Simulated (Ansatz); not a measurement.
Write a Python script for the Ansatz DFT code, driven from Python that makes a formation energy from the elements of CaSnF4 and its elements. Settings (first run): r2SCAN, PAW, cutoff 550 eV, 5×5×3 k-points, Fermi-Dirac smearing of 0.05 eV.

Contents of `casnf4_casnf4.xyz`:
```text
6
Lattice="4.004548 0.0 0.0 0.0 4.004548 0.0 0.0 0.0 5.780467" Properties=species:S:1:pos:R:3 pbc="T T T"
Ca    0.00000000    0.00000000    2.89023350
Sn    2.00227400    2.00227400    0.00000000
F     2.00227400    0.00000000    1.53608974
F     2.00227400    0.00000000    4.24437726
F     0.00000000    2.00227400    4.24437726
F     0.00000000    2.00227400    1.53608974
```

Contents of `casnf4_ca.vasp`:
```text
Ca
1.0
   0.00000000    2.79420000    2.79420000
   2.79420000    0.00000000    2.79420000
   2.79420000    2.79420000    0.00000000
Ca
1
Direct
   0.00000000    0.00000000    0.00000000
```

Contents of `casnf4_sn.cif`:
```cif
data_Sn
_cell_length_a 4.572637
_cell_length_b 4.572637
_cell_length_c 4.572637
_cell_angle_alpha 60.00000
_cell_angle_beta 60.00000
_cell_angle_gamma 60.00000
_symmetry_space_group_name_H-M 'P 1'
_symmetry_Int_Tables_number 1
loop_
_symmetry_equiv_pos_as_xyz
'x, y, z'
loop_
_atom_site_label
_atom_site_type_symbol
_atom_site_fract_x
_atom_site_fract_y
_atom_site_fract_z
Sn1 Sn    0.000000    0.000000    0.000000
Sn2 Sn    0.250000    0.250000    0.250000
```

Contents of `casnf4_f2.cif`:
```cif
data_F
_cell_length_a 9.000000
_cell_length_b 9.500000
_cell_length_c 10.000000
_cell_angle_alpha 90.00000
_cell_angle_beta 90.00000
_cell_angle_gamma 90.00000
_symmetry_space_group_name_H-M 'P 1'
_symmetry_Int_Tables_number 1
loop_
_symmetry_equiv_pos_as_xyz
'x, y, z'
loop_
_atom_site_label
_atom_site_type_symbol
_atom_site_fract_x
_atom_site_fract_y
_atom_site_fract_z
F1 F    0.500000    0.500000    0.429000
F2 F    0.500000    0.500000    0.571000
```

Script `formation_casnf4.py`:
```python
from collections import Counter
import warnings

import ansatz as az
from ase.io import read
import numpy as np

FUNCTIONAL = 'r2SCAN'
ECUT = 550
BETA = 0.5
KSPACING = 0.39
SMEARING = 'fermi_dirac'
SIGMA = 0.05

GASES = {'F2'}


def ground_state(name, crystal):
    calc = (
        crystal.calculation()
        .functional(FUNCTIONAL)
        .basis(ECUT, xc_grid=1)
        .mixing('msr1', beta=BETA)
        .kpoints(spacing=KSPACING)
        .occupations(SMEARING, width=SIGMA)
        .stress()
    )
    if name in GASES:
        return calc.kpoints(1, 1, 1).relax(force_tolerance=0.02, max_steps=60).run(threads=1, pin='off')
    calc = calc.relax(force_tolerance=0.02, max_steps=60, cell=True)
    return calc.run(threads=1, pin='off')


def counts(outcome):
    return Counter(site.symbol for site in outcome.lattice.sites)

def formation_energy(outcome, mu):
    n = counts(outcome)
    return (outcome.report['energy_sigma0_ev'] - sum(k * mu[element] for element, k in n.items())) / sum(n.values())


def volume_per_atom(outcome):
    return abs(np.linalg.det(outcome.lattice.cell_ang)) / len(outcome.lattice.sites)

warnings.simplefilter('ignore')

phases = {}
casnf4 = az.Crystal.from_extxyz('casnf4_casnf4.xyz')
phases['CaSnF4'] = casnf4
atoms = read('casnf4_ca.vasp', format='vasp')
ca = az.Crystal.from_ase(atoms)
phases['Ca'] = ca
atoms = read('casnf4_sn.cif')
sn = az.Crystal.from_ase(atoms)
phases['Sn'] = sn
atoms = read('casnf4_f2.cif')
f2 = az.Crystal.from_ase(atoms)
phases['F2'] = f2

done = {name: ground_state(name, crystal) for name, crystal in phases.items()}

references = {'Ca': 'Ca', 'Sn': 'Sn', 'F': 'F2'}
mu = {element: done[name].report['energy_sigma0_ev'] / len(done[name].lattice.sites) for element, name in references.items()}

target = done['CaSnF4']
heat = formation_energy(target, mu)
n = counts(target)
print('cell content:', dict(n), ' volume', round(volume_per_atom(target), 3), 'A^3/atom')
print('formation energy', round(heat, 4), 'eV/atom,', round(heat * sum(n.values()), 4), 'eV per cell')
print('bound against the elements' if heat < 0 else 'unbound against the elements')
```

```console
$ python formation_casnf4.py
cell content: {<Element.CA: 'Ca'>: 1, <Element.SN: 'Sn'>: 1, <Element.F: 'F'>: 4}  volume 14.888 A^3/atom
formation energy -3.2486 eV/atom, -19.4914 eV per cell
bound against the elements
```

What to keep in mind:
- The settings weren't tested for convergence.
- The program warned that this SCF threshold is loose for forces or stresses.
- xc_grid=1 is under the default for a meta-GGA and makes forces and stresses depend on the grid.
- The cells come from databases of deposited and of computed structures, and not all need be stable phases.
- The compound is the structure given, not necessarily its lowest; energies are at zero temperature, with no correction for gases. A semilocal functional's error on such energies is often 0.05 to 0.1 eV an atom, and 0.1 to 0.3 eV against gases such as O2 or F2.
- The script silences warnings, which a real study should read.
- The whole script took 40 s on 1 thread of Arm Neoverse V2, on a shared host, peak memory 0.83 GiB.
